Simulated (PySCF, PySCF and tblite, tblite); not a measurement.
# C₄H₁₀BFSi: a path driven as rotation about a bond, and NMR exchange, part 2 of 2

PySCF and tblite. Atoms count from 0. Earlier steps stand in the parts before.

## 7. Shieldings, saddle of leg 1: BHandHLYP/pcSseg-1

Job settings and geometry (Å):

```
{"job": {"kind": "nmr", "xc": "BHandHLYP", "basis": "pcSseg-1", "pop": false}, "charge": 0, "multiplicity": 1}
C      2.414627    -1.053846     0.707601
C      1.643814    -0.013788     0.398951
B      2.143926     1.287316    -0.275114
F      2.985400     2.082317     0.361129
Si    -0.209671    -0.067937     0.817756
C     -1.227814    -0.046470    -0.792143
C     -2.729940    -0.134887    -0.543225
H      2.027808    -1.937451     1.192975
H      3.467576    -1.080702     0.467060
H      1.782046     1.663215    -1.330352
H     -0.572980     1.091142     1.647540
H     -0.459555    -1.307402     1.567082
H     -1.012775     0.866840    -1.350162
H     -0.925500    -0.875892    -1.434824
H     -3.282283    -0.119380    -1.481360
H     -3.067585     0.700896     0.064679
H     -2.977095    -1.053971    -0.017594
```

Standard output:

```text
coarse grid: 14344 points
cycle   1  E = -572.3722837345  dE =  6.000e-01  |g| = 5.327e-01  |ddm| = 3.471e+00
cycle   2  E = -572.3874876291  dE = -1.520e-02  |g| = 5.414e-01  |ddm| = 7.035e-01
cycle   3  E = -572.4338062104  dE = -4.632e-02  |g| = 5.378e-02  |ddm| = 3.517e-01
cycle   4  E = -572.4342154860  dE = -4.093e-04  |g| = 2.861e-02  |ddm| = 6.028e-02
cycle   5  E = -572.4344026155  dE = -1.871e-04  |g| = 3.715e-03  |ddm| = 2.446e-02
cycle   6  E = -572.4344053717  dE = -2.756e-06  |g| = 1.535e-03  |ddm| = 4.758e-03
final grid: 133296 points
cycle   7  E = -572.4692967388  dE = -2.172e-05  |g| = 3.534e-03  |ddm| = 1.299e-02
cycle   8  E = -572.4692968029  dE = -6.415e-08  |g| = 3.494e-03  |ddm| = 6.224e-03
cycle   9  E = -572.4692999099  dE = -3.107e-06  |g| = 4.584e-04  |ddm| = 3.034e-03
cycle  10  E = -572.4692999537  dE = -4.388e-08  |g| = 1.576e-04  |ddm| = 4.177e-04
cycle  11  E = -572.4692999601  dE = -6.408e-09  |g| = 3.404e-05  |ddm| = 1.532e-04
cycle  12  E = -572.4692999604  dE = -2.685e-10  |g| = 8.424e-06  |ddm| = 3.788e-05
converged SCF energy = -572.4692999604

GIAO shielding tensors (ppm)
atom      isotropic    diamagn.    paramagn.     s11        s22        s33       span
  0 C       42.302     250.426    -208.124    -81.233     43.703    164.437    245.670
  1 C       25.112     269.716    -244.604    -80.273    -10.527    166.136    246.409
  2 B       51.202     191.767    -140.565     -8.228     65.574     96.258    104.486
  3 F      203.687     464.296    -260.609     26.358    109.291    475.412    449.054
  4 Si     381.236     881.855    -500.619    335.898    380.456    427.355     91.457
  5 C      177.734     254.311     -76.577    170.586    174.404    188.212     17.627
  6 C      175.312     244.056     -68.744    168.754    169.910    187.272     18.518
  7 H       25.603      31.459      -5.856     22.324     24.843     29.640      7.316
  8 H       25.749      28.793      -3.044     22.297     25.052     29.899      7.602
  9 H       26.546      30.887      -4.340     24.302     26.418     28.919      4.617
 10 H       27.602      31.247      -3.645     24.663     26.469     31.675      7.012
 11 H       27.859      32.094      -4.235     24.728     26.942     31.907      7.179
 12 H       30.874      33.897      -3.023     25.830     29.911     36.880     11.050
 13 H       31.037      33.855      -2.817     26.327     29.946     36.839     10.512
 14 H       30.356      27.745       2.611     25.275     27.814     37.978     12.703
 15 H       30.905      29.288       1.617     26.360     29.179     37.174     10.814
 16 H       30.902      29.298       1.604     26.280     29.286     37.140     10.861
```

Run time: 21 s. Hardware: 1 thread of Arm Neoverse V1, shared host; peak memory 0.81 GiB.

Key values: HOMO -8.90 eV, LUMO -0.07 eV; dipole 1.59 D.

## 8. Shieldings, end: BHandHLYP/pcSseg-1

Job settings and geometry (Å):

```
{"job": {"kind": "nmr", "xc": "BHandHLYP", "basis": "pcSseg-1", "pop": false}, "charge": 0, "multiplicity": 1}
C      2.427143    -0.933789     0.931274
C      1.584357     0.041116     0.569752
B      2.143090     1.304358    -0.142424
F      3.422703     1.355794    -0.469742
Si    -0.265620    -0.116407     0.938049
C     -1.238559    -0.057857    -0.698812
C     -2.747545    -0.150041    -0.499127
H      2.096689    -1.829768     1.435860
H      3.488656    -0.869520     0.738189
H      1.507238     2.252271    -0.422914
H     -0.687655     0.988788     1.811904
H     -0.502464    -1.395722     1.623640
H     -1.004750     0.867898    -1.228220
H     -0.917185    -0.872535    -1.351525
H     -3.270728    -0.114766    -1.453421
H     -3.103144     0.673772     0.114711
H     -3.011628    -1.079374    -0.000186
```

Standard output:

```text
coarse grid: 14344 points
cycle   1  E = -572.3790543205  dE =  5.865e-01  |g| = 5.318e-01  |ddm| = 3.460e+00
cycle   2  E = -572.3944185977  dE = -1.536e-02  |g| = 5.366e-01  |ddm| = 6.981e-01
cycle   3  E = -572.4401239213  dE = -4.571e-02  |g| = 5.126e-02  |ddm| = 3.549e-01
cycle   4  E = -572.4405053336  dE = -3.814e-04  |g| = 2.714e-02  |ddm| = 5.821e-02
cycle   5  E = -572.4406744551  dE = -1.691e-04  |g| = 3.310e-03  |ddm| = 2.265e-02
cycle   6  E = -572.4406765781  dE = -2.123e-06  |g| = 1.294e-03  |ddm| = 4.146e-03
final grid: 133296 points
cycle   7  E = -572.4754038165  dE = -2.266e-05  |g| = 3.347e-03  |ddm| = 1.159e-02
cycle   8  E = -572.4754042055  dE = -3.889e-07  |g| = 3.102e-03  |ddm| = 5.687e-03
cycle   9  E = -572.4754066633  dE = -2.458e-06  |g| = 4.311e-04  |ddm| = 2.701e-03
cycle  10  E = -572.4754067000  dE = -3.670e-08  |g| = 1.687e-04  |ddm| = 4.190e-04
cycle  11  E = -572.4754067076  dE = -7.633e-09  |g| = 3.601e-05  |ddm| = 1.520e-04
cycle  12  E = -572.4754067080  dE = -3.083e-10  |g| = 8.733e-06  |ddm| = 4.091e-05
converged SCF energy = -572.4754067080

GIAO shielding tensors (ppm)
atom      isotropic    diamagn.    paramagn.     s11        s22        s33       span
  0 C       22.491     252.863    -230.372   -117.878     22.395    162.957    280.835
  1 C       34.338     264.728    -230.390    -81.065     -6.463    190.541    271.606
  2 B       57.758     191.303    -133.545     11.867     70.496     90.910     79.042
  3 F      238.247     466.246    -227.999     48.691    154.334    511.716    463.025
  4 Si     381.196     881.452    -500.256    338.634    380.205    424.748     86.114
  5 C      177.945     254.261     -76.315    170.755    174.131    188.951     18.196
  6 C      175.312     243.751     -68.439    168.910    169.818    187.208     18.298
  7 H       24.794      31.608      -6.814     20.783     24.164     29.433      8.650
  8 H       24.509      29.622      -5.114     21.208     23.575     28.743      7.534
  9 H       26.792      30.771      -3.979     24.377     27.006     28.995      4.618
 10 H       27.522      31.002      -3.480     24.768     26.083     31.715      6.947
 11 H       27.803      31.841      -4.038     24.571     26.852     31.986      7.415
 12 H       30.946      34.079      -3.134     25.953     29.943     36.940     10.987
 13 H       31.183      33.908      -2.725     26.414     30.224     36.911     10.497
 14 H       30.364      27.766       2.598     25.266     27.821     38.005     12.739
 15 H       30.836      29.126       1.710     26.355     29.100     37.054     10.699
 16 H       30.874      29.089       1.784     26.207     29.272     37.142     10.935
```

Run time: 21 s. Hardware: 1 thread of Arm Neoverse V1, shared host; peak memory 0.81 GiB.

Key values: HOMO -9.08 eV, LUMO -0.70 eV; dipole 1.25 D.

## 9. Barriers, rates and exchange

Job settings and geometry (Å):

```
{"job": {"smiles": "C=C(BF)[SiH2]CC", "charge": 0, "mult": 1, "motion": "rotation", "what": "aryl or vinyl borane", "atoms": [2, 1], "drives": [{"terms": [["t", [3, 2, 1, 0], 0.25], ["t", [3, 2, 1, 4], 0.25], ["t", [9, 2, 1, 0], 0.25], ["t", [9, 2, 1, 4], 0.25]], "by": 180, "n": 12}], "study": "path", "level": {"kind": "nmr", "xc": "BHandHLYP", "basis": "pcSseg-1"}, "fields": [100, 200, 300], "first": 2, "seed": 325, "kind": "path"}, "charge": 0, "multiplicity": 1}
C      2.436540    -1.094168     0.727965
C      1.637300    -0.053241     0.472515
B      2.210032     1.217801    -0.206950
F      1.410200     2.247287    -0.426265
Si    -0.199129    -0.117030     0.947811
C     -1.258828     0.027667    -0.628134
C     -2.754809    -0.054897    -0.345238
H      2.079639    -1.994440     1.205901
H      3.486057    -1.087794     0.470036
H      3.326384     1.350748    -0.553217
H     -0.501831     0.985092     1.871760
H     -0.449931    -1.402036     1.619973
H     -1.042895     0.974900    -1.125408
H     -0.987067    -0.760266    -1.334770
H     -3.331655     0.033284    -1.264826
H     -3.061965     0.743192     0.326338
H     -3.005037    -1.004070     0.123339
```

Standard output:

```text
stationary points (kcal/mol above the start)
  n  kind          group   xTB      DFT    lowest mode
  0  minimum      C1       0.00     0.00      33.6
  1  saddle       C1       1.36     5.29     -37.0
  2  minimum      C1       0.93     1.48      21.8

GFN2-xTB energies: T/K, barrier G, reaction G (kcal/mol), k forward, k back (1/s)
 150.00     1.47     0.88   2.22e+10   4.32e+11
 200.00     1.55     0.85   8.34e+10   7.09e+11
 250.00     1.65     0.81    1.9e+11   9.78e+11
 298.15     1.74     0.78   3.28e+11   1.22e+12
 350.00     1.85     0.74   5.07e+11   1.47e+12
 400.00     1.97     0.70   6.99e+11   1.69e+12
 500.00     2.22     0.63   1.12e+12    2.1e+12

BHandHLYP/pcSseg-1 + D3(BJ) energies: T/K, barrier G, reaction G (kcal/mol), k forward, k back (1/s)
 150.00     5.40     1.43    4.2e+04   5.13e+06
 200.00     5.48     1.40   4.26e+06   1.43e+08
 250.00     5.57     1.36   6.99e+07   1.08e+09
 298.15     5.67     1.33   4.33e+08   4.07e+09
 350.00     5.78     1.29   1.79e+09   1.14e+10
 400.00     5.90     1.25   4.99e+09    2.4e+10
 500.00     6.15     1.17   2.14e+10   6.98e+10
```

Run time: 87 s. Hardware: 1 thread of Arm Neoverse V1, shared host; peak memory 0.81 GiB. This counts the whole study up to here.

Barriers by level (kcal/mol; entropies in cal/(mol K)). Zero-point and thermal terms come from xTB in every row. ΔG‡ leaves symmetry out; the rate counts one path; effective ΔG‡, where given, is the barrier that would give that rate by Eyring's equation alone:

| level | ΔE‡ | with zero-point | ΔH‡ | ΔS‡ | ΔG‡ (298 K) | ΔE of reaction | k at 298 K (1/s) | effective ΔG‡ |
| --- | --- | --- | --- | --- | --- | --- | --- | --- |
| GFN2-xTB | 1.36 | 1.32 | 0.81 | -3.1 | 1.74 | 0.93 | 3.3e+11 | 1.74 |
| BHandHLYP/pcSseg-1 + D3(BJ) | 5.29 | 5.25 | 4.74 | -3.1 | 5.67 | 1.47 | 4.3e+08 | 5.67 |

Sites that the driver pairs across this motion, and where their lines would merge (no couplings; faster rotations or exchange between molecules can average them sooner):

| nucleus | sites: shielding (ppm) | proton frequency (MHz) | spread (Hz) | coalescence (K) | lines at 298 K |
| --- | --- | --- | --- | --- | --- |
| $^{19}$F | F3: 220.8; F3 (end): 238.2 | 300 | 4920 | not given | – |
| $^{13}$C | C0: 16.2; C0 (end): 22.5 | 300 | 473 | not given | – |
| $^{13}$C | C1: 29.3; C1 (end): 34.3 | 300 | 381 | not given | – |
| $^{11}$B | B2: 55.1; B2 (end): 57.8 | 300 | 254 | not given | – |
| $^{29}$Si | Si4: 384.2; Si4 (end): 381.2 | 300 | 178 | not given | – |
| $^{1}$H | H7: 24.52; H7 (end): 24.79 | 300 | 82 | not given | – |
| $^{1}$H | H12: 30.74; H12 (end): 30.95 | 300 | 63 | not given | – |
| $^{1}$H | H8: 24.66; H8 (end): 24.51 | 300 | 45 | not given | – |

A dash: the driver gave no coalescence for this row (it judged the minor form too scarce).

Rows that set an atom against itself at the end compare its shielding in the two forms.

## 10. Results

The summary covers parts 1 to 2.

| quantity | value |
| --- | --- |
| barrier (BHandHLYP/pcSseg-1 + D3(BJ)) | ΔE‡ 5.3, ΔG‡(298 K) 5.7 kcal/mol |
| barrier (GFN2-xTB) | ΔE‡ 1.4 kcal/mol |
| rate at 298 K | 4.3e+08 s⁻¹ |
| end of the path | 1.5 kcal/mol from the start |

In words: The barrier is 5.3 kcal/mol at the DFT level (xTB: 1.4); with thermal terms and the count of paths the DFT value gives a rate of 4.3e+08 s⁻¹ at 298 K. An error of 1.4 kcal/mol changes that rate tenfold.
